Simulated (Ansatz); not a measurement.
**CH₅AlClNO: how energies converge with the basis set**

The task here is to estimate one member of a computed series from the others.

Method: one geometry, several basis sets; program: Ansatz 0.2.0, Gaussian basis.

Plan: PBE0-D4/def2-SVP; ωB97M-V/def2-SVP; PBE0-D4/def2-QZVPP; ωB97M-V/def2-QZVPP; the functionals' def2-TZVPP values are taken from earlier runs.

## Structure used throughout

The geometry comes from an earlier relaxation with PBE0-D4 in a triple-zeta def2 set; it is a stationary point, not always the lowest conformer.

SMILES `C[O][Al]([NH2])[Cl]`, 10 atoms, charge 0, spin multiplicity 1.

Atoms are counted from 1 here; the program's logs count them from 0.

Bond lengths: C1–O2 1.398 Å, C1–H6 1.095 Å, C1–H7 1.095 Å, C1–H8 1.096 Å, O2–Al3 1.674 Å, Al3–N4 1.750 Å, Al3–Cl5 2.095 Å, N4–H9 1.006 Å, N4–H10 1.006 Å. Angles: O2–C1–H6 110.0°, O2–C1–H7 110.0°, O2–C1–H8 112.4°, H6–C1–H7 108.0°, H6–C1–H8 108.1°, H7–C1–H8 108.2°, C1–O2–Al3 135.8°, O2–Al3–N4 120.2°, O2–Al3–Cl5 120.1°, N4–Al3–Cl5 119.7°, Al3–N4–H9 124.3°, Al3–N4–H10 124.6°, H9–N4–H10 111.1°.

Geometry (Å):

| atom | x (Å) | y (Å) | z (Å) |
| --- | --- | --- | --- |
| C1 | -0.7873 | 0.4269 | 1.7649 |
| O2 | -0.2091 | -0.2739 | 0.7022 |
| Al3 | 0.3163 | 0.1052 | -0.8415 |
| N4 | 1.0022 | -1.1365 | -1.8666 |
| Cl5 | 0.1558 | 2.0685 | -1.5547 |
| H6 | -1.7683 | 0.0035 | 2.0034 |
| H7 | -0.1569 | 0.3421 | 2.6558 |
| H8 | -0.9203 | 1.4916 | 1.5405 |
| H9 | 1.3366 | -0.9786 | -2.8019 |
| H10 | 1.1141 | -2.0999 | -1.5991 |

Set-up of the first run:

The input, in.yaml:

```yaml
crystal:
  periodic: [false, false, false]
  atoms:
    - {symbol: C, position_ang: [-0.787316, 0.426856, 1.764872]}
    - {symbol: O, position_ang: [-0.209122, -0.273904, 0.702183]}
    - {symbol: Al, position_ang: [0.316317, 0.105243, -0.841511]}
    - {symbol: N, position_ang: [1.002195, -1.136510, -1.866588]}
    - {symbol: Cl, position_ang: [0.155822, 2.068525, -1.554654]}
    - {symbol: H, position_ang: [-1.768338, 0.003487, 2.003417]}
    - {symbol: H, position_ang: [-0.156877, 0.342119, 2.655834]}
    - {symbol: H, position_ang: [-0.920342, 1.491599, 1.540487]}
    - {symbol: H, position_ang: [1.336589, -0.978638, -2.801873]}
    - {symbol: H, position_ang: [1.114071, -2.099877, -1.599066]}
basis:
  gaussian: {orbitals: def2-SVP}
hamiltonian: {xc: pbe0, dispersion: d4}
output: {orbitals: {seedname: orbitals}}
```

The run is started by

```sh
$ ansatz run in.yaml --threads 4 --pin off --events-out ev --progress --plain --max-ram 10444MiB
```

Steps of the session up to this table: PBE0-D4 in def2-SVP; ωB97M-V in def2-SVP; PBE0-D4 in def2-QZVPP; ωB97M-V in def2-QZVPP.

One table of the session follows, with a row left open; its other results are not shown here.

| functional | basis | HOMO (eV) | LUMO (eV) |
| --- | --- | --- | --- |
| PBE0-D4 | def2-SVP | -7.36 | 0.03 |
| PBE0-D4 | def2-TZVPP | -7.60 | -0.25 |
| PBE0-D4 | def2-QZVPP | -7.65 | -0.48 |
| ωB97M-V | def2-SVP | ? | ? |
| ωB97M-V | def2-TZVPP | -9.99 | 1.33 |
| ωB97M-V | def2-QZVPP | -10.05 | 0.90 |

**Question.** Estimate the row for ωB97M-V, def2-SVP.

The run gave: HOMO (eV): -9.73; LUMO (eV): 1.66. In the column «HOMO (eV)» it lies between ωB97M-V, def2-TZVPP (-9.99) and PBE0-D4, def2-QZVPP (-7.65).
